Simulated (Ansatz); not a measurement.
# MoS2: the cost of one run

Method: DFT PBEsol, scalar-relativistic, plane waves, PAW, and further levels as typed in the inputs, in Ansatz 0.2.0.

## 1. The structure to begin with

The structure is hexagonal, space group P-6m2 (No. 187). Conventional cell: a = 3.128 Å, b = 3.128 Å, c = 21.130 Å, α = 90.00°, β = 90.00°, γ = 120.00°. Around S (site symmetry 3m) lie 3 Mo at 2.39 Å. Mo (site symmetry -6m2) has 6 S at 2.39 Å as nearest neighbours.

As a file:

```cif
data_structure
_symmetry_space_group_name_H-M 'P-6m2'
_symmetry_Int_Tables_number 187
_cell_length_a 3.1284
_cell_length_b 3.1284
_cell_length_c 21.1300
_cell_angle_alpha 90.000
_cell_angle_beta 90.000
_cell_angle_gamma 120.000
_cell_volume 179.09
loop_
_atom_site_label
_atom_site_type_symbol
_atom_site_symmetry_multiplicity
_atom_site_Wyckoff_symbol
_atom_site_fract_x
_atom_site_fract_y
_atom_site_fract_z
_atom_site_occupancy
S1 S 2 h 0.33333 0.66667 0.42593 1
Mo1 Mo 1 b 0.00000 0.00000 0.50000 1
```

## 2. Relaxing the atoms: MoS2 sheet, no spin

Contents of input.yaml:

```yaml
crystal:
  lattice:
    - [3.1284, 0.0, 0.0]
    - [-1.5642, 2.7092738732, 0.0]
    - [0.0, 0.0, 21.13]
  atoms:
    - { symbol: S, position: [0.6666666667, 0.3333333333, 0.42593469] }
    - { symbol: Mo, position: [0.3333333333, 0.6666666667, 0.5] }
    - { symbol: S, position: [0.6666666667, 0.3333333333, 0.57406531] }
  periodic: [true, true, false]
scf:
  occupations: { method: gaussian, width: 0.02 }
  n_extra_bands: 6
output:
  forces: true
  stress: false
  write_density: true
  write_potential: true
  elf: true
  volumetric_format: npy
kpoints:
  mp_grid: { grid: [12, 12, 1] }
hamiltonian:
  xc: pbesol
relax:
  f_tol: 0.003
  max_steps: 100
```

The run is started by

```sh
$ ansatz run input.yaml --threads 4 --pin off --max-ram 14336MiB --backend cpu --events-out ev --progress --plain --runs-dir out
```

Q: Estimate wall time and peak memory on 4 threads of Intel Xeon Platinum 8488C (Sapphire Rapids), shared host.

About 5.3 s, with a peak of 0.57 GiB.
